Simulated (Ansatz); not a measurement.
# C3H6STe: one species, many methods

Aim: compute C3H6STe with functionals from several rungs and with coupled cluster. The yardstick is the atomisation energy at the CCSD(T) limit.

Method: functionals in def2-TZVPP, the program's frozen cores in correlated methods; program: Ansatz 0.2.0, Gaussian basis.

Plan: PBE-D4, r2SCAN-D4, PBE0-D4, B3LYP-D4, ωB97X-V, ωB97M-V, B2PLYP; CCSD(T)/def2-TZVPP; MP2/def2-QZVPP; extrapolation to the limit.

## 1. Structure used throughout

The geometry comes from an earlier relaxation with PBE0-D4 in a triple-zeta def2 set; it is a stationary point, not always the lowest conformer. Te takes the def2 core potential; no spin-orbit term is included.

11 atoms, charge 0, spin multiplicity 1.

Atoms are counted from 1 here; the program's logs count them from 0.

Bond lengths: C1–Te2 2.119 Å, C1–H6 1.087 Å, C1–H7 1.094 Å, C1–H8 1.087 Å, Te2–C3 2.100 Å, C3–C4 1.497 Å, C3–S5 1.617 Å, C4–H9 1.093 Å, C4–H10 1.091 Å, C4–H11 1.095 Å. Angles: Te2–C1–H6 109.5°, Te2–C1–H7 104.7°, Te2–C1–H8 109.8°, H6–C1–H7 110.8°, H6–C1–H8 111.1°, H7–C1–H8 110.8°, C1–Te2–C3 96.8°, Te2–C3–C4 111.5°, Te2–C3–S5 125.3°, C4–C3–S5 123.2°, C3–C4–H9 112.7°, C3–C4–H10 110.3°, C3–C4–H11 108.6°, H9–C4–H10 109.7°, H9–C4–H11 107.8°, H10–C4–H11 107.6°.

## 2. PBE-D4 (GGA)

The input, in.yaml:

```yaml
crystal:
  periodic: [false, false, false]
  atoms:
    - {symbol: C, position_ang: [-1.874687, 1.182284, 0.831726]}
    - {symbol: Te, position_ang: [-0.692443, -0.552563, 1.117600]}
    - {symbol: C, position_ang: [0.683713, -0.174038, -0.423429]}
    - {symbol: C, position_ang: [1.668416, -1.292846, -0.566231]}
    - {symbol: S, position_ang: [0.685416, 1.133018, -1.374944]}
    - {symbol: H, position_ang: [-1.891946, 1.765946, 1.749141]}
    - {symbol: H, position_ang: [-1.370840, 1.732562, 0.031110]}
    - {symbol: H, position_ang: [-2.880175, 0.898230, 0.530557]}
    - {symbol: H, position_ang: [1.775070, -1.880217, 0.349786]}
    - {symbol: H, position_ang: [2.641801, -0.903546, -0.867923]}
    - {symbol: H, position_ang: [1.321076, -1.965931, -1.356793]}
basis:
  gaussian: {orbitals: def2-TZVPP}
hamiltonian: {xc: pbe, dispersion: d4}
output: {forces: true, orbitals: {seedname: orbitals}}
```

The run is started by

```console
ansatz run in.yaml --threads 4 --pin off --events-out ev --progress --plain --max-ram 10444MiB
```

The runs that follow: r2SCAN-D4 (meta-GGA); PBE0-D4 (hybrid); B3LYP-D4 (hybrid); ωB97X-V (range-separated); ωB97M-V (range-separated); B2PLYP (double hybrid); CCSD(T) in def2-TZVPP; MP2 in def2-QZVPP.

**Question.** What will the summary of the whole plan be? Wanted: atomisation energy, CCSD(T)/CBS; farthest; mean size of error, hybrid; mean size of error, range-separated; gap, smallest and largest; T1 diagnostic; triples share of the correlation energy.

**Answer**, as computed:

```
                               quantity                                           value
        atomisation energy, CCSD(T)/CBS                                       41.447 eV
    functionals within 0.414 eV (1.0 %)  r2SCAN-D4, PBE0-D4, B3LYP-D4, ωB97X-V, ωB97M-V
                               farthest                              PBE-D4 (+1.164 eV)
             mean size of error, hybrid                                        0.161 eV
    mean size of error, range-separated                                        0.213 eV
              gap, smallest and largest             2.46 eV (PBE-D4), 8.44 eV (ωB97X-V)
                          T1 diagnostic                                          0.0157
triples share of the correlation energy                                           4.1 %
```

What this shows: PBE-D4 misses by +1.164 eV. Double hybrids carry the basis error of their MP2 part in triple zeta, and no dispersion term here, so their miss is partly the set-up's. The reference freezes the cores and leaves out spin-orbit coupling and excitations past (T), and its outer-core shells are covered unevenly, so misses under about 0.414 eV can't be ranked. All levels share the lack of spin-orbit coupling, which lowers the free heavy atoms and so the true binding. Hartree-Fock recovers 70 % of the binding; the rest is correlation. Orbital gaps span 2.5 to 8.4 eV; exact exchange widens them. The restricted reference is unstable towards a spin-broken one. Correlated methods include outer-core shells of Te, which these sets cover unevenly.
